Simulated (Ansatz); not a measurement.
I need a single point in a Gaussian basis of AlH8NOSi2, SMILES N[Si](O)([AlH2])[SiH3]. Use Ansatz's Python interface. Level of theory: RPA, 6-31G* basis, multiplicity 1.

```xyz
13

N    -0.9380    0.0017    1.6469
Si    0.1839    0.0132    0.2842
O     1.7331    0.3310    0.8695
Al    0.2087   -2.0878   -0.7653
Si   -0.3589    1.5718   -1.2285
H    -0.6747   -0.6578    2.3227
H    -0.8576    0.9772    2.1064
H     1.9710   -0.3724    1.5370
H    -0.8496   -3.2131   -0.1785
H     1.0848   -2.3895   -1.9894
H    -1.7215    1.3071   -1.7032
H     0.6222    1.5568   -2.3039
H    -0.3830    2.9272   -0.5830
```

`alh8nosi2.py`
```python
import json

import ansatz as az

GEOMETRY = """
N    -0.93800    0.00170    1.64690
Si    0.18390    0.01320    0.28420
O     1.73310    0.33100    0.86950
Al    0.20870   -2.08780   -0.76530
Si   -0.35890    1.57180   -1.22850
H    -0.67470   -0.65780    2.32270
H    -0.85760    0.97720    2.10640
H     1.97100   -0.37240    1.53700
H    -0.84960   -3.21310   -0.17850
H     1.08480   -2.38950   -1.98940
H    -1.72150    1.30710   -1.70320
H     0.62220    1.55680   -2.30390
H    -0.38300    2.92720   -0.58300
"""

system = az.Crystal.molecule()
for line in GEOMETRY.strip().splitlines():
    symbol, *xyz = line.split()
    system = system.atom(symbol, [float(v) for v in xyz])

calc = (
    system.calculation()
    .basis(gaussian="6-31G*")
    .correlation("rpa")
)
print(calc.to_yaml())
result = calc.run(threads=1)
data = result.report

print(f"E = {data['free_energy_ev']:.6f} eV = {data['free_energy_ev'] / 27.211386246:.7f} Ha")
print("converged:", data["converged"], " doubts:", data["published_state_doubts"] or "none")

print("correlation energy", round(data["free_energy_ev"] - data["reference_energy_ev"], 5), "eV")
cluster = data["correlation"].get("coupled_cluster")
if cluster:
    print("cycles", cluster["cycles"], " T1 diagnostic", round(cluster["t1_diagnostic"], 4), " largest double", round(cluster["largest_double"], 4))

state = data["mean_field"]["state"]
print(f"mean field: {state['energy']['hartree']:.7f} Ha, <S^2> = {abs(state['spin_squared']):.4f}, stability: {state.get('stability', {}).get('kind')}")
with open("alh8nosi2.json", "w") as handle:
    json.dump({k: data[k] for k in ("free_energy_ev", "reference_energy_ev", "n_occupied", "n_virtual")}, handle, indent=1)
```

`python alh8nosi2.py` gives:
```text
crystal:
  periodic: [false, false, false]
  atoms:
    - { symbol: "N", position_ang: [-0.938, 0.0017, 1.6469] }
    - { symbol: Si, position_ang: [0.1839, 0.0132, 0.2842] }
    - { symbol: O, position_ang: [1.7331, 0.331, 0.8695] }
    - { symbol: Al, position_ang: [0.2087, -2.0878, -0.7653] }
    - { symbol: Si, position_ang: [-0.3589, 1.5718, -1.2285] }
    - { symbol: H, position_ang: [-0.6747, -0.6578, 2.3227] }
    - { symbol: H, position_ang: [-0.8576, 0.9772, 2.1064] }
    - { symbol: H, position_ang: [1.971, -0.3724, 1.537] }
    - { symbol: H, position_ang: [-0.8496, -3.2131, -0.1785] }
    - { symbol: H, position_ang: [1.0848, -2.3895, -1.9894] }
    - { symbol: H, position_ang: [-1.7215, 1.3071, -1.7032] }
    - { symbol: H, position_ang: [0.6222, 1.5568, -2.3039] }
    - { symbol: H, position_ang: [-0.383, 2.9272, -0.583] }
basis:
  gaussian:
    orbitals: "6-31G*"
correlation:
  method: rpa

E = -25969.684921 eV = -954.3683180 Ha
converged: True  doubts: none
correlation energy -17.84169 eV
mean field: -953.7126478 Ha, <S^2> = 0.0000, stability: minimum
```

It writes `alh8nosi2.json`:
```json
{
 "free_energy_ev": -25969.68492079189,
 "reference_energy_ev": -25951.843226794637,
 "n_occupied": [
  15,
  15
 ],
 "n_virtual": [
  71,
  71
 ]
}
```

Caveats:
- Total energies depend on the basis set; only differences at equal settings carry meaning.
- The geometry is a force-field or estimated start, not a minimum of this method, and the basis set is short of its limit.
- Inner cores stay frozen, so this is valence correlation.
- S² is that of the Hartree-Fock reference.
- Timing: 2.8 s on 1 thread of Arm Neoverse V2 (shared host), peak memory 0.25 GiB.
